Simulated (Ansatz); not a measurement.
# C₆H₁₀O₄: a ladder of functionals and wavefunction methods

The task here is to estimate one member of a computed series from the others.

Program: Ansatz 0.2.0, Gaussian basis. Level of theory: functionals in def2-TZVPP, the program's frozen cores in correlated methods. These are calculated values, not measurements.

The runs, in order: LDA (SPW92), PBE-D4, revPBE-D4, BLYP-D4, r2SCAN-D4, B97M-V, PBE0-D4, B3LYP-D4, r2SCANh-D4, r2SCAN0-D4, HSE06-D4, BHLYP-D4, CAM-B3LYP-D4, LC-ωPBE, ωB97X-V, ωB97M-V, B2PLYP, PBE-QIDH; CCSD(T)/def2-SVP; CCSD(T)/def2-TZVPP; MP2/def2-QZVPP; extrapolation to the limit; RPA on PBE.

### The relaxed structure

All runs share one geometry, relaxed beforehand with PBE0-D4 in a triple-zeta def2 set.

SMILES `COC(=O)C(C)C(=O)OC`, 20 atoms, charge 0, spin multiplicity 1.

Atoms are counted from 1 here; the program's logs count them from 0.

Bond lengths: C1–O2 1.424 Å, C1–H11 1.091 Å, C1–H12 1.087 Å, C1–H13 1.091 Å, O2–C3 1.337 Å, C3–O4 1.199 Å, C3–C5 1.514 Å, C5–C6 1.521 Å, C5–C7 1.514 Å, C5–H14 1.093 Å, C6–H15 1.090 Å, C6–H16 1.091 Å, C6–H17 1.090 Å, C7–O8 1.199 Å, C7–O9 1.337 Å, O9–C10 1.424 Å, C10–H18 1.088 Å, C10–H19 1.091 Å and more. Angles: O2–C1–H11 110.5°, O2–C1–H12 105.8°, O2–C1–H13 110.4°, H11–C1–H12 110.5°, H11–C1–H13 108.9°, H12–C1–H13 110.6°, C1–O2–C3 115.4°, O2–C3–O4 124.0°, O2–C3–C5 110.9°, O4–C3–C5 125.0°, C3–C5–C6 110.9°, C3–C5–C7 110.9°, C3–C5–H14 105.4°, C6–C5–C7 111.6°, C6–C5–H14 110.5°, C7–C5–H14 107.4°, C5–C6–H15 110.6°, C5–C6–H16 110.2° and more.

Set-up of the first run:

File in.yaml:

```yaml
crystal:
  periodic: [false, false, false]
  atoms:
    - {symbol: C, position_ang: [0.463829, -2.805985, 0.277335]}
    - {symbol: O, position_ang: [-0.028562, -1.471091, 0.332587]}
    - {symbol: C, position_ang: [-0.364552, -0.933918, -0.844490]}
    - {symbol: O, position_ang: [-0.285885, -1.511986, -1.892140]}
    - {symbol: C, position_ang: [-0.902466, 0.469986, -0.664893]}
    - {symbol: C, position_ang: [-2.322003, 0.440323, -0.118506]}
    - {symbol: C, position_ang: [0.015971, 1.291162, 0.215648]}
    - {symbol: O, position_ang: [-0.317674, 1.897785, 1.194475]}
    - {symbol: O, position_ang: [1.264368, 1.270314, -0.261370]}
    - {symbol: C, position_ang: [2.221382, 2.000273, 0.499422]}
    - {symbol: H, position_ang: [-0.289045, -3.474636, -0.141863]}
    - {symbol: H, position_ang: [0.689726, -3.081974, 1.304655]}
    - {symbol: H, position_ang: [1.362120, -2.855317, -0.339342]}
    - {symbol: H, position_ang: [-0.885038, 0.916648, -1.662095]}
    - {symbol: H, position_ang: [-2.342713, -0.012216, 0.872858]}
    - {symbol: H, position_ang: [-2.970869, -0.129632, -0.785220]}
    - {symbol: H, position_ang: [-2.710483, 1.454852, -0.031391]}
    - {symbol: H, position_ang: [3.170780, 1.871229, -0.015068]}
    - {symbol: H, position_ang: [1.951260, 3.056150, 0.543789]}
    - {symbol: H, position_ang: [2.279845, 1.608023, 1.515609]}
basis:
  gaussian: {orbitals: def2-TZVPP}
hamiltonian: {xc: lda}
output: {orbitals: {seedname: orbitals}}
```

Run with:

```console
ansatz run in.yaml --threads 4 --pin off --events-out ev --progress --plain --max-ram 66560MiB --backend cuda --devices 0, --max-vram 37GiB
```

Steps of the session up to this table: LDA; PBE-D4 (GGA); revPBE-D4 (GGA); BLYP-D4 (GGA); r2SCAN-D4 (meta-GGA); B97M-V (meta-GGA); B3LYP-D4 (hybrid); r2SCANh-D4 (hybrid); r2SCAN0-D4 (hybrid); HSE06-D4 (hybrid); BHLYP-D4 (hybrid); CAM-B3LYP-D4 (range-separated); LC-ωPBE (range-separated); ωB97X-V (range-separated); ωB97M-V (range-separated); B2PLYP (double hybrid); PBE-QIDH (double hybrid).

One of the session's tables, all rows but one given; the rest of the session is left out.

It belongs to the step «Orbital energies across the functionals». 

```
  functional  HOMO (eV)  gap (eV)
 LDA (SPW92)      -6.43      4.99
      PBE-D4      -6.20      5.06
   revPBE-D4      -6.11      5.08
     BLYP-D4      -6.12      5.09
   r2SCAN-D4      -6.53      5.62
      B97M-V      -6.69      5.89
     PBE0-D4      -7.86      7.83
    B3LYP-D4      -7.62      7.31
  r2SCANh-D4      -7.16      6.65
  r2SCAN0-D4          ?         ?
    HSE06-D4      -7.46      7.03
    BHLYP-D4      -9.50     10.70
CAM-B3LYP-D4      -9.36     10.53
     LC-ωPBE     -10.65     13.08
     ωB97X-V     -10.34     12.69
     ωB97M-V     -10.29     12.53
```

Q: Estimate the row for r2SCAN0-D4 from the others.

Worked estimate for «HOMO (eV)». Against the share of exact exchange, r2SCAN-D4 (0, -6.53), r2SCANh-D4 (0.1, -7.16) give a slope of -6.30 per unit share; at 0.25 the line stands at -8.10.

As computed: HOMO (eV): -8.11; gap (eV): 8.20. In «HOMO (eV)» the line misses by +0.01.
